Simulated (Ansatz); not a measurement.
**B9H12N9, 30 atoms: one timed run**

Aim: measure how long a single point at wB97M-V takes on B9H12N9.

Program: Ansatz 0.2.0 (single point, wB97M-V, Gaussian basis). Host: AMD EPYC 7R13 (Zen 3), 96 cores, 96 hardware threads, 1656 GiB, 8 × H100 80GB HBM3, 81559 MiB; it was booked for these runs alone, one at a time. Each run is timed once from launch to exit, start-up included.

## 1. The system

A molecule of 30 atoms and 120 electrons, in the basis aug-cc-pvtz.

## 2. The reference run

File input.yaml:

```yaml
crystal:
  periodic: [false, false, false]
  atoms:
    - { symbol: "N", position_ang: [0.0000, 0.7200, 0.0000] }
    - { symbol: H, position_ang: [-0.8747, 1.2250, 0.0000] }
    - { symbol: B, position_ang: [0.0000, -0.7200, 0.0000] }
    - { symbol: H, position_ang: [-1.0305, -1.3150, 0.0000] }
    - { symbol: B, position_ang: [1.2471, 1.4400, 0.0000] }
    - { symbol: H, position_ang: [1.2471, 2.6300, 0.0000] }
    - { symbol: "N", position_ang: [1.2471, -1.4400, 0.0000] }
    - { symbol: H, position_ang: [1.2471, -2.4500, 0.0000] }
    - { symbol: "N", position_ang: [2.4942, 0.7200, 0.0000] }
    - { symbol: B, position_ang: [2.4942, -0.7200, 0.0000] }
    - { symbol: B, position_ang: [3.7412, 1.4400, 0.0000] }
    - { symbol: H, position_ang: [3.7412, 2.6300, 0.0000] }
    - { symbol: "N", position_ang: [3.7412, -1.4400, 0.0000] }
    - { symbol: H, position_ang: [3.7412, -2.4500, 0.0000] }
    - { symbol: "N", position_ang: [4.9883, 0.7200, 0.0000] }
    - { symbol: B, position_ang: [4.9883, -0.7200, 0.0000] }
    - { symbol: B, position_ang: [6.2354, 1.4400, 0.0000] }
    - { symbol: H, position_ang: [6.2354, 2.6300, 0.0000] }
    - { symbol: "N", position_ang: [6.2354, -1.4400, 0.0000] }
    - { symbol: H, position_ang: [6.2354, -2.4500, 0.0000] }
    - { symbol: "N", position_ang: [7.4825, 0.7200, 0.0000] }
    - { symbol: B, position_ang: [7.4825, -0.7200, 0.0000] }
    - { symbol: B, position_ang: [8.7295, 1.4400, 0.0000] }
    - { symbol: H, position_ang: [8.7295, 2.6300, 0.0000] }
    - { symbol: "N", position_ang: [8.7295, -1.4400, 0.0000] }
    - { symbol: H, position_ang: [8.7295, -2.4500, 0.0000] }
    - { symbol: "N", position_ang: [9.9766, 0.7200, 0.0000] }
    - { symbol: H, position_ang: [10.8513, 1.2250, 0.0000] }
    - { symbol: B, position_ang: [9.9766, -0.7200, 0.0000] }
    - { symbol: H, position_ang: [11.0072, -1.3150, 0.0000] }
basis:
  gaussian: { orbitals: aug-cc-pvtz }
hamiltonian: { xc: { name: wB97M-V } }
```

Run with:

```console
> ansatz run input.yaml --backend cuda --devices 1 --events-out ev --progress --plain --runs-dir out
```

Standard output:

```text
GPUs: using 1 of 8 available (devices: 1); idle: GPUs 1, 2, 3, 4, 5, 6, 7 (numbered from 0).
Engine: ansatz 0.2.0, x86_64-unknown-linux-gnu
Functional definition: wB97M-V
  gx(w, u) = 1 - cx + cx01*u + cx10*w
  gss(w, u) = css00 + css04*u^4 + css10*w + css20*w^2 + css43*w^4*u^3
  gos(w, u) = cos00 + cos10*w + (cos20 + cos21*u)*w^2 + (cos60 + cos61*u)*w^6
  exchange = spin_sum(e_x_unif_sr(omega)*gx(b97_w, b97_u_x)) + cx*exact_x_sr(omega) + exact_x_lr(omega)
  correlation = spin_sum(e_c_pw_mod_same_spin*gss(b97_w, b97_u_same))
      + integral(e_c_pw_mod_opposite_spin*gos(b97_w_opposite, b97_u_opposite)) + vv10(b, c)
4728 factors; their error is unknown
1576 factors; integrals over basis functions are off by at most 3.4e-5 eV
1.37 GiB of the device are held for the grids
38.21 GiB of device memory are held for the factors and their scratch space
mean field evaluation 1: about -19683.5139 eV, gradient 1.3e2 eV
mean field evaluation 2: about -19689.6128 eV, gradient 1.2e2 eV
mean field evaluation 4: about -19715.7206 eV, gradient 3.7e0 eV
mean field evaluation 8: about -19715.7371 eV, gradient 6.0e-2 eV
mean field evaluation 16: about -19715.6196 eV, gradient 2.0e-4 eV
mean field -19715.61957109 eV, -724.5356555105 hartree, gradient 3.1e-5 eV, S^2 0.000000; 0 other end points of the search recorded, 0 dependent functions left out
reference -19715.61969108 eV, -724.5356599203 hartree; 60, 60 occupied and 1044, 1044 virtual orbitals, 4728 factors
Total energy: -19715.61969108 eV, -724.5356599203 hartree
```

Wall time 9.9 s, CPU time 2.8 min, peak memory 2.1 GiB, 41 GiB on the fullest card, 20 SCF iterations in all (1 GPU, 96 threads).

Size of the job: 120 electrons, 1104 basis functions.

Where the time went (the program's own counters):

| phase | seconds | share of the wall time |
| --- | --- | --- |
| hamiltonian | 8.5 | 86 % |

## 3. Results

| quantity | value |
| --- | --- |
| reference | 9.9 s on 1 GPU, 96 threads |

In words: The figures hold for this build, input and host.
